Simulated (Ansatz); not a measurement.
# AlGeF (singlet): wave-function methods side by side at a displaced geometry (v1), cc-pVDZ

The task here is to estimate one member of a computed series from the others.

Method: cc-pVDZ, core rule «outside noble gas», up to 20 orbitals frozen; program: Ansatz 0.2.0, Gaussian basis.

To be run: UHF; CCSD(T) on RHF; CCSD(T) on UHF; BCCD(T) on RHF; CISD; CCSDT(Q) on RHF.

32 further runs of the same task are left out: 6 for a known fault of the program, 1 for a mislabelled method, 15 that didn't finish, 10 set aside as unsound or not needed.

## The system

The geometry is a PBE0/def2-TZVP stationary point (not a proven minimum) with its atoms shifted at random (size 0.040 Å). No spin-orbit coupling is included. The filled d shell of Ge may be among the frozen orbitals whatever the setting's name suggests; the logs give the count.

3 atoms, charge 0, spin multiplicity 1.

Atoms are counted from 1 here; the program's logs count them from 0.

Bond lengths: Al1–Ge2 2.434 Å, Al1–F3 1.596 Å. Angles: Ge2–Al1–F3 178.0°.

The first run:

The input, in.yaml:

```yaml
crystal:
  periodic: [false, false, false]
  atoms:
    - {symbol: Al, position_ang: [-0.015433, -0.009008, 0.279440]}
    - {symbol: Ge, position_ang: [-0.016266, -0.025151, -2.154013]}
    - {symbol: F, position_ang: [0.031698, 0.034159, 1.874573]}
basis:
  gaussian: {orbitals: cc-pVDZ}
magnetization: {spin_polarized: true, initial_magnetization: 0}
hamiltonian: {xc: hf}
output: {orbitals: {seedname: orbitals}}
```

Launch:

```console
$ ansatz run in.yaml --threads 1 --pin off --events-out ev --progress --plain --max-ram 2393MiB
```

Steps of the session up to this table: UHF; CCSD(T) on RHF; CCSD(T) on UHF; BCCD(T) on RHF; CISD; CCSDT(Q) on RHF.

One table of the session follows, with a row left open; its other results are not shown here.

| method | from RCCSDT(Q) (kcal/mol) |
| --- | --- |
| RHF | +217.21 |
| UHF | +195.02 |
| RMP2 | +27.03 |
| UMP2 | +12.74 |
| CISD | ? |
| RCCSD | +10.63 |
| UCCSD | -2.40 |
| RCCSD(T) | +4.68 |
| UCCSD(T) | -8.54 |
| BCCD(T) | +4.60 |
| RCCSDT | +1.94 |
| RCCSDT(Q) | 0 |

**Question.** Estimate the row for CISD.

As computed: from RCCSDT(Q) (kcal/mol): +33.04. In the column «from RCCSDT(Q) (kcal/mol)» it lies between RMP2 (+27.03) and UHF (+195.02).

The program flags UCCSD(T), RCCSDT(Q) as in doubt (see the logs), so the zero of the table is itself unsure.

Caveats from the session: The determinant is far from a pure spin state, so its energy mixes those of several spin states (harmless only where they are near-degenerate, as at dissociation). The report flags that the cluster equations may have other roots. The program flags UCCSD(T), RCCSDT(Q) as in doubt, so the zero of the table is itself unsure. Warnings: restricted reference is unstable; spin contamination. Restricted and unrestricted rows rest on different reference determinants; where their highest levels disagree by more than a few hundredths of an eV, they describe different states and don't form one ladder.
